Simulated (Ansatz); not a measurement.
# CH5AlBF2N: how energies converge with the basis set

How large a basis does CH5AlBF2N need? Two functionals are run in growing sets.

Method: one geometry, several basis sets; program: Ansatz 0.2.0, Gaussian basis.

Levels to be run: PBE0-D4/def2-SVP; ωB97M-V/def2-SVP; PBE0-D4/def2-QZVPP; ωB97M-V/def2-QZVPP; the functionals' def2-TZVPP values are taken from earlier runs.

### Step 1. Structure used throughout

The geometry comes from an earlier relaxation with PBE0-D4 in a triple-zeta def2 set; it is a stationary point, not always the lowest conformer.

SMILES `NC(F)[B](F)[AlH2]`, 11 atoms, charge 0, spin multiplicity 1.

Atoms are counted from 1 here; the program's logs count them from 0.

Bond lengths: N1–C2 1.467 Å, N1–H7 1.014 Å, N1–H8 1.017 Å, C2–F3 1.379 Å, C2–B4 1.614 Å, C2–H9 1.102 Å, B4–F5 1.315 Å, B4–Al6 2.150 Å, Al6–H10 1.598 Å, Al6–H11 1.596 Å. Angles: C2–N1–H7 113.8°, C2–N1–H8 110.1°, H7–N1–H8 107.9°, N1–C2–F3 111.5°, N1–C2–B4 102.5°, N1–C2–H9 106.3°, F3–C2–B4 122.5°, F3–C2–H9 107.7°, B4–C2–H9 105.2°, C2–B4–F5 121.1°, C2–B4–Al6 89.6°, F5–B4–Al6 149.3°, B4–Al6–H10 120.4°, B4–Al6–H11 119.3°, H10–Al6–H11 119.7°.

### Step 2. PBE0-D4 in def2-SVP

in.yaml

```yaml
crystal:
  periodic: [false, false, false]
  atoms:
    - {symbol: N, position_ang: [-0.418514, -0.919539, 0.126317]}
    - {symbol: C, position_ang: [0.554110, -0.419348, -0.851273]}
    - {symbol: F, position_ang: [0.401192, -1.034623, -2.075999]}
    - {symbol: B, position_ang: [0.445930, 1.179778, -0.664306]}
    - {symbol: F, position_ang: [0.795987, 2.001178, -1.629856]}
    - {symbol: Al, position_ang: [-0.375165, 0.878644, 1.299970]}
    - {symbol: H, position_ang: [-0.218581, -1.855834, 0.459806]}
    - {symbol: H, position_ang: [-1.350210, -0.925137, -0.280445]}
    - {symbol: H, position_ang: [1.549418, -0.689037, -0.462026]}
    - {symbol: H, position_ang: [-1.926693, 1.142231, 1.576342]}
    - {symbol: H, position_ang: [0.607925, 0.584688, 2.521969]}
basis:
  gaussian: {orbitals: def2-SVP}
hamiltonian: {xc: pbe0, dispersion: d4}
output: {orbitals: {seedname: orbitals}}
```

After this run come: ωB97M-V in def2-SVP; PBE0-D4 in def2-QZVPP; ωB97M-V in def2-QZVPP.

**Question.** What will the summary of the whole plan be? Wanted: PBE0-D4: double and triple zeta above quadruple; ωB97M-V: double and triple zeta above quadruple.

As calculated:

```
                                       quantity           value
PBE0-D4: double and triple zeta above quadruple  13.23, 0.66 eV
ωB97M-V: double and triple zeta above quadruple  13.45, 0.63 eV
```

What this shows: For PBE0-D4 the step from double to triple zeta gains 12.57 eV and the next only 0.66 eV. These are total energies; as a rule much of such shifts cancels in differences, which this series doesn't test.
